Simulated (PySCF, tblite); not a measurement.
# C5H15BOSi: geometry, infrared bands and NMR shifts

Aim: predict the infrared bands and NMR shifts of C5H15BOSi (`C=CC[O+](C)[BH2-]C[SiH3]`).

The runs use tblite 0.8.0 and PySCF 2.14.0, with density-fitted response routines of our own; the level of theory stands in each step. All values are computed, except where a source is named. Atoms count from 0, in the outputs and in this text.

**1. The molecule as given**

23 atoms, charge 0, multiplicity 1; geometry from: force field or distance geometry start.

Bonds of the start (Å): C0–C1 1.34, C1–C2 1.48, C2–O3 1.40, O3–C4 1.36, O3–B5 1.44, B5–C6 1.58, C6–Si7 1.87, C0–H8 1.10, C0–H9 1.06, C1–H10 1.10, C2–H11 1.12, C2–H12 1.10, C4–H13 1.12, C4–H14 1.11, C4–H15 1.10, B5–H16 1.20, B5–H17 1.20, C6–H18 1.09, C6–H19 1.11, Si7–H20 1.49, Si7–H21 1.48, Si7–H22 1.48.

**2. Optimising the geometry with GFN2-xTB**

Job settings and geometry (Å):

```
{"job": {"kind": "relax", "xc": "GFN2-xTB", "basis": "xTB"}, "charge": 0, "multiplicity": 1}
C      3.188500    -0.918200     1.397600
C      2.300500     0.087100     1.339700
C      0.871000    -0.126600     1.003100
O      0.490700     0.595300    -0.133300
C      1.181900     0.269000    -1.259200
B     -0.922300     0.818100    -0.280600
C     -1.710500    -0.299600    -1.076400
Si    -3.313500    -0.640900    -0.179900
H      2.798500    -1.925200     1.167900
H      4.197400    -0.725500     1.657000
H      2.667200     1.095500     1.575900
H      0.274400     0.309200     1.847700
H      0.682000    -1.211300     0.930700
H      0.827100     0.885500    -2.119800
H      2.267800     0.476600    -1.165000
H      1.102200    -0.783400    -1.563800
H     -1.410200     0.878100     0.809700
H     -1.152700     1.883600    -0.790100
H     -1.133600    -1.204000    -1.256400
H     -1.994700     0.143900    -2.050300
H     -3.010200    -1.246400     1.142600
H     -4.085500     0.607600    -0.007600
H     -4.120400    -1.582500    -0.979300
```

Started as:

```console
OMP_NUM_THREADS=1 python probes_run.py task.json out
```

The driver reads the jobs from task.json and runs them one after another.

**Question.** This job is followed by: GFN2-xTB harmonic vibrations, gas phase; GIAO PBE0/pcSseg-1 NMR shielding, non-relativistic, gas phase. Predict these results of the whole session: strongest single infrared mode (GFN2-xTB); zero-point energy (GFN2-xTB); 13C shifts against TMS (PBE0/pcSseg-1); 1H shifts against TMS (PBE0/pcSseg-1, means over atoms taken as alike); 17O shifts against H2O (PBE0/pcSseg-1); 11B shifts against BF3·OEt2 (PBE0/pcSseg-1); 29Si shifts against TMS (PBE0/pcSseg-1).

**Answer**, as computed:

```
                                                              quantity                                                value
                             strongest single infrared mode (GFN2-xTB)                                 815 cm⁻¹, 469 km/mol
                                          zero-point energy (GFN2-xTB)                                       115.8 kcal/mol
                                13C shifts against TMS (PBE0/pcSseg-1)                   142.9, 127.9, 80.9, 59.9, -5.6 ppm
1H shifts against TMS (PBE0/pcSseg-1, means over atoms taken as alike)  6.27, 5.71, 5.71, 4.41, 3.81, 3.58, 3.52, -0.04 ppm
                                17O shifts against H2O (PBE0/pcSseg-1)                                             32.7 ppm
                           11B shifts against BF3·OEt2 (PBE0/pcSseg-1)                                             10.8 ppm
                               29Si shifts against TMS (PBE0/pcSseg-1)                                            -76.9 ppm
```

**Reading.** The optimisation took 161 steps and gained 0.861 eV; among the close pairs (by a distance rule), O3–B5 changed most, from 1.438 to 1.691 Å. All 63 modes are real, so the xTB geometry is a minimum. The strongest single mode, at 815 cm⁻¹, is carried by H22, Si7, H20, H21. GFN2-xTB is a fitted tight-binding method: band positions and strengths are rough. Its intensities can rank the bands wrongly. The most deshielded carbon is C1 (alkene CH), at 142.9 ppm: an sp2 carbon of a C=C bond. H10 (hydrogen on an alkene CH) lies farthest downfield among hydrogen, at 6.27 ppm; a vinylic proton, deshielded by the sp2 carbon and the C=C anisotropy.
